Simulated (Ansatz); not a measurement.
**CH9AlSi2: how energies converge with the basis set**

The task here is to estimate one member of a computed series from the others.

Program: Ansatz 0.2.0, Gaussian basis. Level of theory: one geometry, several basis sets. These are calculated values, not measurements.

Levels to be run: PBE0-D4/def2-SVP; ωB97M-V/def2-SVP; PBE0-D4/def2-QZVPP; ωB97M-V/def2-QZVPP; the functionals' def2-TZVPP values are taken from earlier runs.

### The geometry

All runs share one geometry, relaxed beforehand with PBE0-D4 in a triple-zeta def2 set.

13 atoms, charge 0, spin multiplicity 1.

Atoms are counted from 1 here; the program's logs count them from 0.

Bond lengths: C1–Si2 1.889 Å, C1–H5 1.092 Å, C1–H6 1.092 Å, C1–H7 1.092 Å, Si2–Al3 2.449 Å, Si2–Si4 2.345 Å, Si2–H8 1.497 Å, Al3–H9 1.590 Å, Al3–H10 1.592 Å, Si4–H11 1.489 Å, Si4–H12 1.490 Å, Si4–H13 1.491 Å. Angles: Si2–C1–H5 110.6°, Si2–C1–H6 110.9°, Si2–C1–H7 110.9°, H5–C1–H6 107.9°, H5–C1–H7 108.2°, H6–C1–H7 108.2°, C1–Si2–Al3 115.0°, C1–Si2–Si4 109.7°, C1–Si2–H8 109.5°, Al3–Si2–Si4 107.4°, Al3–Si2–H8 109.4°, Si4–Si2–H8 105.5°, Si2–Al3–H9 120.3°, Si2–Al3–H10 121.1°, H9–Al3–H10 118.6°, Si2–Si4–H11 110.7°, Si2–Si4–H12 111.9°, Si2–Si4–H13 110.3° and more.

Set-up of the first run:

in.yaml

```yaml
crystal:
  periodic: [false, false, false]
  atoms:
    - {symbol: C, position_ang: [-1.240427, 1.381187, -0.536761]}
    - {symbol: Si, position_ang: [-0.229914, 0.200293, 0.537498]}
    - {symbol: Al, position_ang: [2.133040, 0.795166, 0.786633]}
    - {symbol: Si, position_ang: [-0.316003, -1.961602, -0.366024]}
    - {symbol: H, position_ang: [-0.810152, 1.453799, -1.537855]}
    - {symbol: H, position_ang: [-1.255763, 2.383709, -0.104229]}
    - {symbol: H, position_ang: [-2.271588, 1.034761, -0.632502]}
    - {symbol: H, position_ang: [-0.861068, 0.092539, 1.890153]}
    - {symbol: H, position_ang: [3.026493, 0.082956, 1.892233]}
    - {symbol: H, position_ang: [2.820545, 1.855096, -0.181650]}
    - {symbol: H, position_ang: [0.400985, -2.926853, 0.512329]}
    - {symbol: H, position_ang: [-1.717807, -2.435666, -0.541073]}
    - {symbol: H, position_ang: [0.342061, -1.989986, -1.703751]}
basis:
  gaussian: {orbitals: def2-SVP}
hamiltonian: {xc: pbe0, dispersion: d4}
output: {orbitals: {seedname: orbitals}}
```

Run with:

```sh
> ansatz run in.yaml --threads 4 --pin off --events-out ev --progress --plain --max-ram 10444MiB
```

Steps of the session up to this table: PBE0-D4 in def2-SVP; ωB97M-V in def2-SVP; PBE0-D4 in def2-QZVPP; ωB97M-V in def2-QZVPP.

One of the session's tables, all rows but one given; the rest of the session is left out.

It belongs to the step «Density functionals: the series». 

```
functional       basis  HOMO (eV)  LUMO (eV)
   PBE0-D4    def2-SVP          ?          ?
   PBE0-D4  def2-TZVPP      -7.15      -2.08
   PBE0-D4  def2-QZVPP      -7.15      -2.09
   ωB97M-V    def2-SVP      -9.08      -0.40
   ωB97M-V  def2-TZVPP      -9.08      -0.48
   ωB97M-V  def2-QZVPP      -9.08      -0.57
```

Estimate the missing values for PBE0-D4, def2-SVP.

As computed: HOMO (eV): -7.19; LUMO (eV): -2.07. In the column «HOMO (eV)» it lies between ωB97M-V, def2-QZVPP (-9.08) and PBE0-D4, def2-TZVPP (-7.15).
